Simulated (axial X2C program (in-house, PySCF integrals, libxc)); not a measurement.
# A two-component session on AsAl: properties at the nuclei

Wanted for AsAl: properties at the nuclei, at the two-component level.

Program: an in-house X2C program for linear molecules on PySCF integrals. Level of theory: two-component X2C with atomic mean-field terms, As dyall-cv3z, Al dyall-v3z. These are calculated values, not measurements.

## (1) Input

task.json

```json
{"zs": [33, 13], "q": 0, "bas": ["dyall-cv3z", "dyall-v3z"], "r0": 2.47, "levels": ["PBE0", "HF", "PBE50", "PBE", "LDA"], "nst": 3}
```

Keys: zs atomic numbers; q charge; bas basis sets; r0 starting distance in Å; levels methods (HF also brings MP2); nst determinants followed.

Started as:

```bash
> python soeom.py task.json out
```

After this run come: Expectation values, lowest determinant; Expectation values, a higher determinant; Expectation values, a higher determinant.

**Question.** What will these runs give? Wanted: lowest determinant; Eeff magnitude; Ws magnitude As; A∥/gI As; qzz As; higher determinant (for each run or level that gives them).

As calculated:

| quantity | value |
| --- | --- |
| lowest determinant | Ω = 1 (excess of +ω over −ω: ω = -1/2, ω = 3/2) |
| Eeff magnitude (GV/cm), PBE0 | 0.104 |
| Ws magnitude As (kHz), PBE0 | 0.0325 |
| A∥/gI As (MHz), PBE0 | -381 |
| qzz As (a.u.), PBE0 | -4.36 |
| higher determinant | Ω = 2 (excess of +ω over −ω: ω = 1/2, ω = 3/2) |
| Eeff magnitude (GV/cm), PBE0, higher determinant | 0.515 |
| Ws magnitude As (kHz), PBE0, higher determinant | 0.139 |
| A∥/gI As (MHz), PBE0, higher determinant | 169 |
| qzz As (a.u.), PBE0, higher determinant | 1.85 |
| higher determinant | Ω = 1 (excess of +ω over −ω: 2 × ω = 1/2) |
| Eeff magnitude (GV/cm), PBE0, higher determinant | 0.603 |
| Ws magnitude As (kHz), PBE0, higher determinant | 0.301 |
| A∥/gI As (MHz), PBE0, higher determinant | 860 |
| qzz As (a.u.), PBE0, higher determinant | 1.62 |

**Reading.** In the first state, the effective field runs from 0.0352 to 0.142 GV/cm over the mean-field levels, so the levels don't agree on it. The expectation values come from single determinants, which for open shells can mix terms of unlike spin or miss the lowest Ω, so a determinant need not be a state. Eeff is the effective electric field on the electron dipole moment in this Ω state and Ws the scalar–pseudoscalar constant (defined with the proton number Z and per Ω); A∥ is the parallel hyperfine constant, which follows by multiplying with the nuclear g factor gI = μI/(I μN); qzz is the electric field gradient, eQq0 = 234.96 MHz × Q/barn × qzz; μ is positive if Al is the positive end. The operators were transformed with the bare-nucleus X2C matrices.
